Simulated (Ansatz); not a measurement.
**Sn3Ge54H9 slab: relaxing the atoms**

The task, for Sn3Ge54H9 slab: one run (relaxing the atoms).

Method: DFT PBEsol, scalar-relativistic, plane waves, PAW, in Ansatz 0.2.0.

## Step 1: The structure to begin with

Symmetry: P3m1, No. 156, trigonal system. Conventional cell: a = 12.002 Å, b = 12.002 Å, c = 27.090 Å, α = 90.00°, β = 90.00°, γ = 120.00°. Around Ge (site symmetry m) lie 3 Ge at 2.45 Å. Ge (site symmetry 3m) has 4 Ge at 2.45 Å as nearest neighbours. Around Ge (site symmetry 1) lie 4 Ge at 2.45 Å. Ge (site symmetry 3m) is surrounded by 4 Ge at 2.45 Å and 1 Sn at 2.62 Å. Only part of the 26 independent sites is listed.

As a file:

```
Ge H Sn
1.0
    12.00243    0.00000    0.00000
     6.00122   10.39441    0.00000
     0.00000    0.00000   27.08996
Ge H Sn
54 9 3
Direct
  0.00000 0.00000 0.62348
  0.00000 0.33333 0.62348
  0.00000 0.66667 0.62348
  0.33333 0.00000 0.62348
  0.33333 0.33333 0.62348
  0.33333 0.66667 0.62348
  0.66667 0.00000 0.62348
  0.66667 0.33333 0.62348
  0.66667 0.66667 0.62348
  0.11111 0.11111 0.59333
  0.11111 0.44444 0.59333
  0.11111 0.77778 0.59333
  0.44444 0.11111 0.59333
  0.44444 0.44444 0.59333
  0.44444 0.77778 0.59333
  0.77778 0.11111 0.59333
  0.77778 0.44444 0.59333
  0.77778 0.77778 0.59333
  0.11111 0.11111 0.50289
  0.11111 0.44444 0.50289
  0.11111 0.77778 0.50289
  0.44444 0.11111 0.50289
  0.44444 0.44444 0.50289
  0.44444 0.77778 0.50289
  0.77778 0.11111 0.50289
  0.77778 0.44444 0.50289
  0.77778 0.77778 0.50289
  0.22222 0.22222 0.47275
  0.22222 0.55556 0.47275
  0.22222 0.88889 0.47275
  0.55556 0.22222 0.47275
  0.55556 0.55556 0.47275
  0.55556 0.88889 0.47275
  0.88889 0.22222 0.47275
  0.88889 0.55556 0.47275
  0.88889 0.88889 0.47275
  0.22222 0.22222 0.38231
  0.22222 0.55556 0.38231
  0.22222 0.88889 0.38231
  0.55556 0.22222 0.38231
  0.55556 0.55556 0.38231
  0.55556 0.88889 0.38231
  0.88889 0.22222 0.38231
  0.88889 0.55556 0.38231
  0.88889 0.88889 0.38231
  0.00000 0.00000 0.35216
  0.00000 0.33333 0.35216
  0.00000 0.66667 0.35216
  0.33333 0.00000 0.35216
  0.33333 0.33333 0.35216
  0.33333 0.66667 0.35216
  0.66667 0.00000 0.35216
  0.66667 0.33333 0.35216
  0.66667 0.66667 0.35216
  0.00000 0.00000 0.29531
  0.00000 0.33333 0.29531
  0.00000 0.66667 0.29531
  0.33333 0.00000 0.29531
  0.33333 0.33333 0.29531
  0.33333 0.66667 0.29531
  0.66667 0.00000 0.29531
  0.66667 0.33333 0.29531
  0.66667 0.66667 0.29531
  0.11111 0.11111 0.70469
  0.44444 0.44444 0.70469
  0.77778 0.77778 0.68992
```

## Step 2: Relaxing the atoms: Sn3Ge54H9 slab, no spin

input.yaml reads:

```yaml
crystal:
  lattice:
    - [12.0024305039, 0.0, 0.0]
    - [6.0012152519, 10.3944097235, 0.0]
    - [0.0, 0.0, 27.0899576019]
  atoms:
    - { symbol: Ge, position: [0.0, 0.0, 0.6234767086] }
    - { symbol: Ge, position: [0.0, 0.3333333333, 0.6234767086] }
    - { symbol: Ge, position: [0.0, 0.6666666667, 0.6234767086] }
    - { symbol: Ge, position: [0.3333333333, 0.0, 0.6234767086] }
    - { symbol: Ge, position: [0.3333333333, 0.3333333333, 0.6234767086] }
    - { symbol: Ge, position: [0.3333333333, 0.6666666667, 0.6234767086] }
    - { symbol: Ge, position: [0.6666666667, 0.0, 0.6234767086] }
    - { symbol: Ge, position: [0.6666666667, 0.3333333333, 0.6234767086] }
    - { symbol: Ge, position: [0.6666666667, 0.6666666667, 0.6234767086] }
    - { symbol: Ge, position: [0.1111111111, 0.1111111111, 0.5933304098] }
    - { symbol: Ge, position: [0.1111111111, 0.4444444444, 0.5933304098] }
    - { symbol: Ge, position: [0.1111111111, 0.7777777778, 0.5933304098] }
    - { symbol: Ge, position: [0.4444444444, 0.1111111111, 0.5933304098] }
    - { symbol: Ge, position: [0.4444444444, 0.4444444444, 0.5933304098] }
    - { symbol: Ge, position: [0.4444444444, 0.7777777778, 0.5933304098] }
    - { symbol: Ge, position: [0.7777777778, 0.1111111111, 0.5933304098] }
    - { symbol: Ge, position: [0.7777777778, 0.4444444444, 0.5933304098] }
    - { symbol: Ge, position: [0.7777777778, 0.7777777778, 0.5933304098] }
    - { symbol: Ge, position: [0.1111111111, 0.1111111111, 0.5028915135] }
    - { symbol: Ge, position: [0.1111111111, 0.4444444444, 0.5028915135] }
    - { symbol: Ge, position: [0.1111111111, 0.7777777778, 0.5028915135] }
    - { symbol: Ge, position: [0.4444444444, 0.1111111111, 0.5028915135] }
    - { symbol: Ge, position: [0.4444444444, 0.4444444444, 0.5028915135] }
    - { symbol: Ge, position: [0.4444444444, 0.7777777778, 0.5028915135] }
    - { symbol: Ge, position: [0.7777777778, 0.1111111111, 0.5028915135] }
    - { symbol: Ge, position: [0.7777777778, 0.4444444444, 0.5028915135] }
    - { symbol: Ge, position: [0.7777777778, 0.7777777778, 0.5028915135] }
    - { symbol: Ge, position: [0.2222222222, 0.2222222222, 0.4727452147] }
    - { symbol: Ge, position: [0.2222222222, 0.5555555556, 0.4727452147] }
    - { symbol: Ge, position: [0.2222222222, 0.8888888889, 0.4727452147] }
    - { symbol: Ge, position: [0.5555555556, 0.2222222222, 0.4727452147] }
    - { symbol: Ge, position: [0.5555555556, 0.5555555556, 0.4727452147] }
    - { symbol: Ge, position: [0.5555555556, 0.8888888889, 0.4727452147] }
    - { symbol: Ge, position: [0.8888888889, 0.2222222222, 0.4727452147] }
    - { symbol: Ge, position: [0.8888888889, 0.5555555556, 0.4727452147] }
    - { symbol: Ge, position: [0.8888888889, 0.8888888889, 0.4727452147] }
    - { symbol: Ge, position: [0.2222222222, 0.2222222222, 0.3823063184] }
    - { symbol: Ge, position: [0.2222222222, 0.5555555556, 0.3823063184] }
    - { symbol: Ge, position: [0.2222222222, 0.8888888889, 0.3823063184] }
    - { symbol: Ge, position: [0.5555555556, 0.2222222222, 0.3823063184] }
    - { symbol: Ge, position: [0.5555555556, 0.5555555556, 0.3823063184] }
    - { symbol: Ge, position: [0.5555555556, 0.8888888889, 0.3823063184] }
    - { symbol: Ge, position: [0.8888888889, 0.2222222222, 0.3823063184] }
    - { symbol: Ge, position: [0.8888888889, 0.5555555556, 0.3823063184] }
    - { symbol: Ge, position: [0.8888888889, 0.8888888889, 0.3823063184] }
    - { symbol: Ge, position: [0.0, 0.0, 0.3521600196] }
    - { symbol: Ge, position: [0.0, 0.3333333333, 0.3521600196] }
    - { symbol: Ge, position: [0.0, 0.6666666667, 0.3521600196] }
    - { symbol: Ge, position: [0.3333333333, 0.0, 0.3521600196] }
    - { symbol: Ge, position: [0.3333333333, 0.3333333333, 0.3521600196] }
    - { symbol: Ge, position: [0.3333333333, 0.6666666667, 0.3521600196] }
    - { symbol: Ge, position: [0.6666666667, 0.0, 0.3521600196] }
    - { symbol: Ge, position: [0.6666666667, 0.3333333333, 0.3521600196] }
    - { symbol: Ge, position: [0.6666666667, 0.6666666667, 0.3521600196] }
    - { symbol: H, position: [0.0, 0.0, 0.2953123854] }
    - { symbol: H, position: [0.0, 0.3333333333, 0.2953123854] }
    - { symbol: H, position: [0.0, 0.6666666667, 0.2953123854] }
    - { symbol: H, position: [0.3333333333, 0.0, 0.2953123854] }
    - { symbol: H, position: [0.3333333333, 0.3333333333, 0.2953123854] }
    - { symbol: H, position: [0.3333333333, 0.6666666667, 0.2953123854] }
    - { symbol: H, position: [0.6666666667, 0.0, 0.2953123854] }
    - { symbol: H, position: [0.6666666667, 0.3333333333, 0.2953123854] }
    - { symbol: H, position: [0.6666666667, 0.6666666667, 0.2953123854] }
    - { symbol: Sn, position: [0.1111111111, 0.1111111111, 0.7046876146] }
    - { symbol: Sn, position: [0.4444444444, 0.4444444444, 0.7046876146] }
    - { symbol: Sn, position: [0.7777777778, 0.7777777778, 0.6899219953] }
scf:
  occupations: { method: gaussian, width: 0.03 }
output:
  forces: true
  stress: false
  write_density: true
  write_potential: true
  elf: true
  volumetric_format: npy
hamiltonian:
  xc: pbesol
efield:
  axis: 3
  dipole_correction: true
kpoints:
  mp_grid: { grid: [4, 4, 1] }
relax:
  f_tol: 0.01
  constraints:
    - { sites: [45, 46, 47, 48, 49, 50, 51, 52, 53, 54, 55, 56, 57, 58, 59, 60, 61, 62] }
```

Started as:

```bash
> ansatz run input.yaml --threads 8 --pin off --max-ram 45056MiB --backend cpu --events-out ev --progress --plain --runs-dir out
```

The program printed:

```text
Warning: RAYON_NUM_THREADS=8 ignored (pool sized by the plan → 8); use --threads N
Engine: ansatz 0.2.0, x86_64-unknown-linux-gnu
Pseudopotentials: kind: paw
Pseudopotential: Ge, paw, valence charge 14, recommended cutoff 420 eV (normal), Ge.paw.azcp
Pseudopotential: H, paw, valence charge 1, recommended cutoff 420 eV (normal), H.paw.azcp
Pseudopotential: Sn, paw, valence charge 14, recommended cutoff 420 eV (normal), Sn.paw.azcp
Functional definition: PBEsol
  exchange = pbesol_x
  correlation = pbesol_c
Crystal: 66 atoms, lattice volume = 3379.694 Å³
Basis set: ecut = 420 eV, 65989 PW (Γ), exchange–correlation on 162×162×384 points (8 copies of the dense FFT grid, shifted against one another)
Bands: 485, of which v1, the nominal top of the filled ones, is band 404 counted from 1 (403 counted from 0)
Symmetry: 6 space group operations
Space group: P3m1 (ITA 156), of the structure as read, at distance tolerance 1.5e-4 Å
k-points: 4 of 16 (time reversal used)
Non-local potential: Ge, projectors of the file, l = 0: 2, l = 1: 2, l = 2: 3, l = 3: 1
Non-local potential: H, projectors of the file, l = 0: 2, l = 1: 1
Non-local potential: Sn, projectors of the file, l = 0: 2, l = 1: 2, l = 2: 2, l = 3: 2
PAW form: soft (Blöchl's): semilocal exchange-correlation on the pseudo side does not see the compensation charge
PAW frozen core: Ge, regenerated for the run's functional, and the local potential with it (the file was generated under x = pbe(κ = 0.804, μ = 0.2195149727645171), c = pbe(β = 0.06672455060314922))
PAW frozen core: Sn, regenerated for the run's functional, and the local potential with it (the file was generated under x = pbe(κ = 0.804, μ = 0.2195149727645171), c = pbe(β = 0.06672455060314922))
PAW one-centre angular grid: Ge, 590 points (default); XC on 64 Gauss nodes
PAW one-centre angular grid: H, 110 points (default); XC on 64 Gauss nodes
PAW one-centre angular grid: Sn, 590 points (default); XC on 64 Gauss nodes
Initial density: superposition of atomic densities (neutral atoms: chi_scale 0, normalization atom), corrected by the library's trained network
Initial wavefunctions: pseudopotential atomic-orbital guess
Functional: x = pbesol(κ = 0.804, μ = 0.12345679012345678), c = pbesol(β = 0.046)
SCF iter   1: F=—  HF=-247667.508062 eV  |F-HF|=—  |Δ(HF+E_count)|=         —  Δρ=2.79e-3  dr2=7.76e-1  ethr=1.77e-3  p=0.290 e·Å  D=1.55e-2 V/Å  ΔV_dip=-0.42 eV  dr2_dipole=5.64e-5  V_vac-E_F(+/−)=3.99/4.41 eV  ⟨swp⟩=6.0  Hψ=7097  notcnv=0  defer=98
efield: sawtooth ramp at fractional position 0.9500 (placed from the atoms, in the widest stretch of the axis that holds none; the zero of the levels goes with the place), width 0.1000; the density the first Hamiltonian is built on has a dipole p = 0.290 e·Å; the dipole correction subtracts the counter field D = 1.55e-2 V/Å, which shifts the + side's vacuum level by -0.42 eV against the − side's; the planar-averaged density in the ramp window peaks in size at 3.0e-5 e/Å³
preconditioner: auto → LDOS  [insulator: Δε(μ)=0.042 eV  Ē_g=21.730 eV  σ=0.030 eV  W_gap=0.61  n_scr=552 (ndim 8)  ℏωp=18.1 eV  f_vac=0.569  D(μ)=28.73/eV (n_scr^D=112)  ε∞_Penn≈1.7  β→1.0]
SCF iter   2: F=—  HF=-247667.419105 eV  |F-HF|=—  |Δ(HF+E_count)|=   8.90e-2  Δρ=1.86e-3  dr2=4.28e-1  ethr=9.62e-5  p=0.185 e·Å  D=9.91e-3 V/Å  ΔV_dip=-0.27 eV  dr2_dipole=4.31e-3  V_vac-E_F(+/−)=3.92/4.19 eV  ⟨swp⟩=3.0  Hψ=3913  notcnv=0  defer=291
SCF iter   3: F=—  HF=-247667.354014 eV  |F-HF|=—  |Δ(HF+E_count)|=   6.51e-2  Δρ=6.22e-4  dr2=4.12e-2  ethr=5.31e-5  p=0.204 e·Å  D=1.09e-2 V/Å  ΔV_dip=-0.30 eV  dr2_dipole=1.59e-3  V_vac-E_F(+/−)=3.91/4.21 eV  ⟨swp⟩=3.2  Hψ=3330  notcnv=0  defer=291
SCF iter   4: F=—  HF=-247667.349071 eV  |F-HF|=—  |Δ(HF+E_count)|=   4.94e-3  Δρ=3.68e-4  dr2=1.52e-2  ethr=5.10e-6  p=0.224 e·Å  D=1.20e-2 V/Å  ΔV_dip=-0.32 eV  dr2_dipole=9.74e-4  V_vac-E_F(+/−)=3.89/4.21 eV  ⟨swp⟩=2.0  Hψ=3297  notcnv=0  defer=291
[... 139 lines left out ...]
    - { symbol: Ge, position: [0.4413616485592479, 0.7835891333244894, 0.5994808704004065] }
    - { symbol: Ge, position: [0.7835891333244893, 0.10838255144959577, 0.5994808704004065] }
    - { symbol: Ge, position: [0.7835891333244892, 0.44136164855924825, 0.5994808704004065] }
    - { symbol: Ge, position: [0.7777777777777777, 0.7777777777777779, 0.5787154434940781] }
    - { symbol: Ge, position: [0.11111111111111113, 0.11111111111111112, 0.4924678436433019] }
    - { symbol: Ge, position: [0.1117063151590666, 0.4429099608338735, 0.5066304819824838] }
    - { symbol: Ge, position: [0.11170631515906637, 0.7787170573403934, 0.5066304819824838] }
    - { symbol: Ge, position: [0.4429099608338737, 0.1117063151590665, 0.5066304819824838] }
    - { symbol: Ge, position: [0.44444444444444453, 0.4444444444444445, 0.48931253167217775] }
    - { symbol: Ge, position: [0.44290996083387346, 0.7787170573403935, 0.5066304819824838] }
    - { symbol: Ge, position: [0.7787170573403932, 0.11170631515906651, 0.5066304819824838] }
    - { symbol: Ge, position: [0.7787170573403934, 0.4429099608338736, 0.5066304819824838] }
    - { symbol: Ge, position: [0.7777777777777777, 0.7777777777777779, 0.4893760270208301] }
    - { symbol: Ge, position: [0.22435847586592164, 0.22435847586592153, 0.47116793213333674] }
    - { symbol: Ge, position: [0.21448350069060518, 0.559424916321364, 0.47223954225943404] }
    - { symbol: Ge, position: [0.2243584758659215, 0.8846163816014901, 0.47116793213333674] }
    - { symbol: Ge, position: [0.5594249163213642, 0.21448350069060534, 0.47223954225943404] }
    - { symbol: Ge, position: [0.5594249163213642, 0.559424916321364, 0.47223954225943404] }
    - { symbol: Ge, position: [0.5481803629974765, 0.8925764851679284, 0.47191767830670084] }
    - { symbol: Ge, position: [0.88461638160149, 0.22435847586592153, 0.47116793213333674] }
    - { symbol: Ge, position: [0.8925764851679279, 0.5481803629974767, 0.47191767830670084] }
    - { symbol: Ge, position: [0.8925764851679283, 0.8925764851679285, 0.47191767830670084] }
    - { symbol: Ge, position: [0.22316801675444298, 0.22316801675444295, 0.38112808303537327] }
    - { symbol: Ge, position: [0.22086487303902974, 0.5562342301471518, 0.38145692238526707] }
    - { symbol: Ge, position: [0.2231680167544428, 0.8869972998244473, 0.38112808303537327] }
    - { symbol: Ge, position: [0.5562342301471517, 0.22086487303902974, 0.38145692238526707] }
    - { symbol: Ge, position: [0.556234230147152, 0.5562342301471518, 0.38145692238526707] }
    - { symbol: Ge, position: [0.5542289514491955, 0.8895521909420693, 0.3813158248270012] }
    - { symbol: Ge, position: [0.886997299824447, 0.22316801675444292, 0.38112808303537327] }
    - { symbol: Ge, position: [0.8895521909420685, 0.5542289514491954, 0.3813158248270012] }
    - { symbol: Ge, position: [0.8895521909420686, 0.889552190942069, 0.3813158248270012] }
    - { symbol: Ge, position: [1.1111106212992064e-11, 1.111110621299206e-11, 0.35216001960000004] }
    - { symbol: Ge, position: [1.1111112030448567e-11, 0.33333333331111115, 0.35216001960000004] }
    - { symbol: Ge, position: [-2.2222168549745902e-11, 0.6666666666777777, 0.35216001960000004] }
    - { symbol: Ge, position: [0.33333333331111115, 1.111110621299206e-11, 0.35216001960000004] }
    - { symbol: Ge, position: [0.3333333333111111, 0.3333333333111111, 0.35216001960000004] }
    - { symbol: Ge, position: [0.33333333331111104, 0.6666666667111111, 0.35216001960000004] }
    - { symbol: Ge, position: [0.666666666677778, -2.2222192870919488e-11, 0.35216001960000004] }
    - { symbol: Ge, position: [0.666666666711111, 0.3333333333111111, 0.35216001960000004] }
    - { symbol: Ge, position: [0.6666666666777777, 0.6666666666777777, 0.35216001960000004] }
    - { symbol: H, position: [1.1111106212992064e-11, 1.111110621299206e-11, 0.2953123854] }
    - { symbol: H, position: [1.1111112030448567e-11, 0.33333333331111115, 0.2953123854] }
    - { symbol: H, position: [-2.2222168549745902e-11, 0.6666666666777777, 0.2953123854] }
    - { symbol: H, position: [0.33333333331111115, 1.111110621299206e-11, 0.2953123854] }
    - { symbol: H, position: [0.3333333333111111, 0.3333333333111111, 0.2953123854] }
    - { symbol: H, position: [0.33333333331111104, 0.6666666667111111, 0.2953123854] }
    - { symbol: H, position: [0.666666666677778, -2.2222192870919488e-11, 0.2953123854] }
    - { symbol: H, position: [0.666666666711111, 0.3333333333111111, 0.2953123854] }
    - { symbol: H, position: [0.6666666666777777, 0.6666666666777777, 0.2953123854] }
    - { symbol: Sn, position: [0.11111111111111113, 0.11111111111111112, 0.6998920986768683] }
    - { symbol: Sn, position: [0.44444444444444453, 0.4444444444444445, 0.6863889675725513] }
    - { symbol: Sn, position: [0.7777777777777777, 0.7777777777777779, 0.6864787972439503] }
```

Wall time 10 min (8 threads of AMD EPYC 9R45 (Zen 5), shared host); peak memory 27 GiB.

Relaxation path:

| step | E - E(step 1) (eV/cell) | largest force component (eV/Å) |
| --- | --- | --- |
| 1 | 0.0000 | 2.3694 |
| 2 | -1.5778 | 0.6664 |
| 3 | -2.0942 | 0.6284 |
| 4 | -2.1447 | 0.2235 |
| 5 | -2.2202 | 0.1113 |
| 6 | -2.2256 | 0.0173 |
| 7 | -2.2259 | 0.0182 |
| 8 | -2.2281 | 0.0633 |
| 9 | -2.2331 | 0.1186 |
| 10 | -2.2448 | 0.1761 |
| 11 | -2.2578 | 0.1473 |
| 12 | -2.2613 | 0.0946 |
| 13 | -2.2653 | 0.0180 |
| 14 | -2.2655 | 0.0062 |

Step 1 is the start.

A dipole layer in the vacuum cancels the field that periodic copies would set up if the slab's two faces differ.

Atoms 46, 47, 48, 49, 50, 51, 52, 53, 54, 55, 56, 57, 58, 59, 60, 61, 62, 63 (counted from 1; the input counts from 0) are held at their places.

Density in a lattice plane of the grid's cell (edges 12.00 and 27.09 Å, at 0.000 of the third edge), which holds Ge and H.

Ten even steps from '0' (0.00 e/Å³) to '9' (49.51 e/Å³):
```
0000000000
0000000000
0000000000
0000000000
0000000000
0000000000
0000000000
0000000000
0000000000
0000000000
0000000000
0000000000
9002000200
0000000000
0000000000
0000000000
0000000000
0000000000
0000000000
0000000000
```
Columns run along the first of these edges and rows up along the second, over one cell in 10 and 20 even steps from the bottom left corner. Atoms in the plane (fractional): Ge at (0.01, 0.63), Ge at (0.31, 0.63), Ge at (0.00, 0.35), Ge at (0.33, 0.35), Ge at (0.67, 0.35), H at (0.00, 0.30), H at (0.33, 0.30), H at (0.67, 0.30).

ELF in the same plane.

Ten even steps from ' ' (0.00) to '@' (1.00):
```
                    
                    
                    
  ::--              
  **##..            
====--==::  ::--    
::++--::++..++==::==
--**++--++====--++++
  ::--    --    ::..
  ==**  ::##::  **++
  --==  ..==    ==--
--------------------
  ++==  --==--  ++++
@@--  @@%%  %%@@  --
@@::  @@%%  %%@@  ::
                    
                    
                    
                    
                    
```
Columns run along the first of these edges and rows up along the second, over one cell in 10 and 20 even steps from the bottom left corner. Atoms in the plane (fractional): Ge at (0.01, 0.63), Ge at (0.31, 0.63), Ge at (0.00, 0.35), Ge at (0.33, 0.35), Ge at (0.67, 0.35), H at (0.00, 0.30), H at (0.33, 0.30), H at (0.67, 0.30).

Both are smooth fields of the valence electrons: close to the nuclei they are not physical.

The highest ELF values outside the cores: 1.00 at H; 0.85 outside the outer layer, 2.0 Å from Sn; 0.78 on the Ge–Ge line, 1.2 Å from Ge.

## Step 3: The runs side by side

```
step  energy (eV)  gap on the mesh (eV)    time
   2  -247669.611                  0.00  10 min
```

**Reading.** The values hold for the settings typed; their convergence was not tested in this session.
